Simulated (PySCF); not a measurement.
# C5H6BrN3: vibronic structure

Computed with PySCF 2.14.0 and routines of our own; the level stands in each step. Atoms count from 0.

### 1 The system as given

15 atoms, charge 0, multiplicity 1; geometry from: GFN2-xTB.

### 2 Vibronic structure: TDA HF/def2-SVP

The job: settings as JSON, then the geometry in Å.

```
{"job": {"kind": "vib", "xc": "HF", "basis": "def2-SVP", "tda": true}, "charge": 0, "multiplicity": 1}
C     -2.422527    -0.267072     0.756474
C     -1.407663     0.475861     0.361383
C     -0.439096     0.064484    -0.712747
N      0.907596     0.046034    -0.195836
C      1.854351     1.022305    -0.231442
N      2.924355     0.651509     0.405939
N      2.717657    -0.579172     0.889996
C      1.519147    -0.932558     0.535072
Br     0.694222    -2.549911     0.921019
H     -3.094318     0.061550     1.529874
H     -2.626121    -1.230313     0.318948
H     -1.203555     1.436588     0.815421
H     -0.464439     0.779115    -1.541819
H     -0.689042    -0.931937    -1.088538
H      1.725020     1.961506    -0.728104
```

Level: TDA HF/def2-SVP vertical-gradient vibronic structure (displaced harmonic oscillators, Condon), gas phase.

Run with:

```console
OMP_NUM_THREADS=1 python excited_run.py task.json out
```

One launch serves the whole session: the jobs run in the order shown.

**Question.** How long does this first job take on 1 thread of Arm Neoverse N1, shared host, and how much memory does it need?

About 41 s, with a peak of 0.84 GiB.
